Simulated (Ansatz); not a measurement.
# F₂H₂S₂Sn: one species, many methods

An exercise on one series of results from a longer session: the logs are not shown, and one member is left open.

Method: functionals in def2-TZVPP, the program's frozen cores in correlated methods; program: Ansatz 0.2.0, Gaussian basis.

Levels to be run: LDA (SPW92), PBE-D4, revPBE-D4, BLYP-D4, r2SCAN-D4, B97M-V, PBE0-D4, B3LYP-D4, r2SCANh-D4, r2SCAN0-D4, HSE06-D4, BHLYP-D4, CAM-B3LYP-D4, LC-ωPBE, ωB97X-V, ωB97M-V, B2PLYP, PBE-QIDH; CCSD(T)/def2-SVP; CCSD(T)/def2-TZVPP; MP2/def2-QZVPP; extrapolation to the limit; RPA on PBE.

### The geometry

An earlier PBE0-D4 in a triple-zeta def2 set relaxation fixed the geometry. Sn takes the def2 core potential; no spin-orbit term is included.

SMILES `[F][Sn]([F])([SH])[SH]`, 7 atoms, charge 0, spin multiplicity 1.

Atoms are counted from 1 here; the program's logs count them from 0.

Bond lengths: F1–Sn2 1.902 Å, Sn2–F3 1.906 Å, Sn2–S4 2.359 Å, Sn2–S5 2.362 Å, S4–H6 1.346 Å, S5–H7 1.346 Å. Angles: F1–Sn2–F3 102.6°, F1–Sn2–S4 105.1°, F1–Sn2–S5 112.8°, F3–Sn2–S4 113.0°, F3–Sn2–S5 105.0°, S4–Sn2–S5 117.6°, Sn2–S4–H6 91.6°, Sn2–S5–H7 90.4°.

The first run:

in.yaml

```yaml
crystal:
  periodic: [false, false, false]
  atoms:
    - {symbol: F, position_ang: [0.246208, -2.259952, 0.562249]}
    - {symbol: Sn, position_ang: [0.078870, -0.394699, 0.232416]}
    - {symbol: F, position_ang: [1.629498, 0.317952, 1.082064]}
    - {symbol: S, position_ang: [-1.928003, 0.238880, 1.297214]}
    - {symbol: S, position_ang: [0.326712, 0.156773, -2.051382]}
    - {symbol: H, position_ang: [-1.920290, 1.436461, 0.683679]}
    - {symbol: H, position_ang: [1.628306, 0.436484, -1.851939]}
basis:
  gaussian: {orbitals: def2-TZVPP}
hamiltonian: {xc: lda}
output: {orbitals: {seedname: orbitals}}
```

Among the steps run: LDA; PBE-D4 (GGA); revPBE-D4 (GGA); BLYP-D4 (GGA); r2SCAN-D4 (meta-GGA); B97M-V (meta-GGA); PBE0-D4 (hybrid); B3LYP-D4 (hybrid); r2SCANh-D4 (hybrid); r2SCAN0-D4 (hybrid); HSE06-D4 (hybrid); BHLYP-D4 (hybrid); CAM-B3LYP-D4 (range-separated); LC-ωPBE-D4 (range-separated; the results give it without D4); ωB97X-V (range-separated); ωB97M-V (range-separated); B2PLYP (double hybrid); PBE-QIDH (double hybrid).

One of the session's tables, all rows but one given; the rest of the session is left out.

It belongs to the step «Frontier levels by functional». 

| functional | HOMO (eV) | LUMO (eV) | gap (eV) |
| --- | --- | --- | --- |
| LDA (SPW92) | -7.35 | -3.69 | 3.66 |
| PBE-D4 | -7.19 | -3.37 | 3.83 |
| revPBE-D4 | -7.13 | -3.25 | 3.88 |
| BLYP-D4 | -7.02 | -3.31 | 3.71 |
| r2SCAN-D4 | -7.52 | -3.18 | 4.34 |
| B97M-V | -7.57 | -3.08 | 4.49 |
| PBE0-D4 | -8.50 | -2.47 | 6.03 |
| B3LYP-D4 | -8.23 | -2.77 | 5.46 |
| r2SCANh-D4 | -7.99 | -2.85 | 5.14 |
| r2SCAN0-D4 | ? | ? | ? |
| HSE06-D4 | -8.09 | -2.84 | 5.25 |
| BHLYP-D4 | -9.63 | -1.51 | 8.12 |
| CAM-B3LYP-D4 | -9.83 | -1.48 | 8.35 |
| LC-ωPBE | -11.27 | -0.24 | 11.03 |
| ωB97X-V | -10.88 | -0.33 | 10.54 |
| ωB97M-V | -10.70 | -0.45 | 10.24 |

Estimate the missing values for r2SCAN0-D4.

Worked estimate for «HOMO (eV)». Against the share of exact exchange, r2SCAN-D4 (0, -7.52), r2SCANh-D4 (0.1, -7.99) give a slope of -4.70 per unit share; at 0.25 the line stands at -8.69.

As computed: HOMO (eV): -8.71; LUMO (eV): -2.36; gap (eV): 6.35. In «HOMO (eV)» the line misses by +0.02.
